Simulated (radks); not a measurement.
# Valence configurations of Ir²⁺

The task here is to estimate one member of a computed series from the others.

Program: radks (a radial shooting solver on a logarithmic mesh, Libxc functionals) version 1. Level of theory: non-relativistic Kohn-Sham, LDA (Slater exchange, Perdew-Wang correlation), spin-polarised, spherical densities, point nucleus; open shells are filled with parallel spins first. These are calculated values, not measurements, unless marked.

### Starting point

```
element       : iridium (Z = 77)
charge        : +2
electrons     : 75
configuration : [Xe] 4f14 5d7
others tried  : 4f14 5d5 6s2; 4f13 5d6 6s2; 4f14 5d6.5 6p0.5; 4f13 5d7 6s1; 4f14 5d6 6s1; 4f13 5d7 6p1; 4f13 5d8; 4f13.5 5d6 6s1.5; 4f11 5d9 6s1
```

Outer shells as boxes (Hund's rule):

Ir²⁺
```
[Xe] core
4f [↑↓][↑↓][↑↓][↑↓][↑↓][↑↓][↑↓]
5d [↑↓][↑↓][↑ ][↑ ][↑ ]
```

Set-up of the first run:

Input:

```text
Z 77
configuration [Xe] 4f14 5d7
relativity non-relativistic
functional lda,pw
spin polarised
nucleus point
```

Steps of the session up to this table: [Xe] 4f14 5d7.

One of the session's tables, all rows but one given; the rest of the session is left out.

It belongs to the step «[Xe] 4f14 5d7». Radial moments (bohr):

| level | <r> | outermost maximum (interpolated) | 90 % within | nodes |
| --- | --- | --- | --- | --- |
| 5s up | ? | ? | ? | ? |
| 5s down | 1.075 | 0.976 | 1.54 | 4 |
| 4f up | 0.5220 | 0.388 | 0.843 | 0 |
| 4f down | 0.5207 | 0.388 | 0.840 | 0 |
| 5p up | 1.178 | 1.04 | 1.71 | 3 |
| 5p down | 1.175 | 1.04 | 1.71 | 3 |
| 5d up | 1.591 | 1.28 | 2.44 | 2 |
| 5d down | 1.606 | 1.28 | 2.48 | 2 |

**Question.** Estimate the row for 5s up.

As computed: <r>: 1.078; outermost maximum (interpolated): 0.979; 90 % within: 1.54; nodes: 4. In the column «<r>» it lies between 5s down (1.075) and 5p down (1.175).

To keep in mind: Relativity is left out, which favours d and f over s occupation in heavy atoms.
